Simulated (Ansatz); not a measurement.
# BCl3H4Si (built from SMILES ClB(Cl)Cl.[SiH4]): a short trajectory

Aim: follow the atoms for 40 steps of 0.75 fs at constant energy, with velocities drawn for 200 K, and see to which side of the barrier the system falls.

Program: Ansatz 0.2.0, Gaussian basis. Level of theory: PBE0-D4/def2-SVP. These are calculated values, not measurements.

1 further run of the same task is left out (it didn't finish).

## Step 1: Where the work starts

The start, a first-order saddle point found at PBE0-D4 in triple zeta: 9 atoms, charge 0, spin multiplicity 1.

Atoms are counted from 1 here; the program's logs count them from 0.

Bond lengths: B1–Cl2 1.983 Å, B1–Cl3 1.802 Å, B1–Cl4 1.811 Å, B1–Si6 2.027 Å, Si6–H7 1.676 Å, Si6–H8 1.486 Å, Si6–H9 1.485 Å. Angles: Cl2–B1–Cl3 110.1°, Cl2–B1–Cl4 108.5°, Cl2–B1–Si6 95.6°, Cl3–B1–Cl4 115.8°, Cl3–B1–Si6 114.1°, Cl4–B1–Si6 110.7°, B1–Si6–H7 97.9°, B1–Si6–H8 125.3°, B1–Si6–H9 120.7°, H7–Si6–H8 95.9°, H7–Si6–H9 96.0°, H8–Si6–H9 109.9°.

Coordinates:

| atom | x (Å) | y (Å) | z (Å) |
| --- | --- | --- | --- |
| B1 | -0.68918 | -0.88505 | 0.29611 |
| Cl2 | -1.72129 | 0.05235 | -1.11350 |
| Cl3 | -0.46679 | -2.61812 | -0.14598 |
| Cl4 | -1.48359 | -0.57481 | 1.89375 |
| H5 | -0.48269 | 1.18215 | -0.72808 |
| Si6 | 0.98451 | 0.24183 | 0.09701 |
| H7 | 0.25057 | 1.65231 | -0.43440 |
| H8 | 1.73406 | 0.87181 | 1.21497 |
| H9 | 1.87430 | 0.07753 | -1.07997 |

## Step 2: Dynamics

md/in.yaml

```yaml
crystal:
  periodic: [false, false, false]
  atoms:
    - {symbol: B, position_ang: [-0.689180, -0.885048, 0.296114]}
    - {symbol: Cl, position_ang: [-1.721287, 0.052351, -1.113505]}
    - {symbol: Cl, position_ang: [-0.466794, -2.618124, -0.145980]}
    - {symbol: Cl, position_ang: [-1.483592, -0.574813, 1.893745]}
    - {symbol: H, position_ang: [-0.482691, 1.182149, -0.728081]}
    - {symbol: Si, position_ang: [0.984512, 0.241834, 0.097011]}
    - {symbol: H, position_ang: [0.250567, 1.652311, -0.434400]}
    - {symbol: H, position_ang: [1.734063, 0.871814, 1.214966]}
    - {symbol: H, position_ang: [1.874303, 0.077527, -1.079970]}
basis:
  gaussian: {orbitals: def2-SVP}
hamiltonian: {xc: pbe0, dispersion: d4}
md: {n_steps: 40, timestep: 0.75, temperature: 200, ensemble: nve, seed: 491, initial_velocities: maxwell_boltzmann}
```

Launch:

```
$ ansatz run in.yaml --threads 8 --pin off --events-out ev --progress --plain --max-ram 19148MiB
```

What does the calculation give? Wanted: temperature at the start; mean temperature, second half; lowest and highest potential energy, from the first frame; largest change of potential + kinetic.

The runs gave:

| quantity | value |
| --- | --- |
| length | 40 steps, 30.0 fs |
| temperature at the start | 200 K |
| mean temperature, second half | 156 K |
| lowest and highest potential energy, from the first frame | -1 and 132 meV |
| largest change of potential + kinetic | 1.1 meV |

What this shows: With no thermostat the total energy should stay fixed; it holds within 1.1 meV, small beside the kinetic energy, so the time step serves. With 9 atoms the instant temperature spans 56 to 201 K.
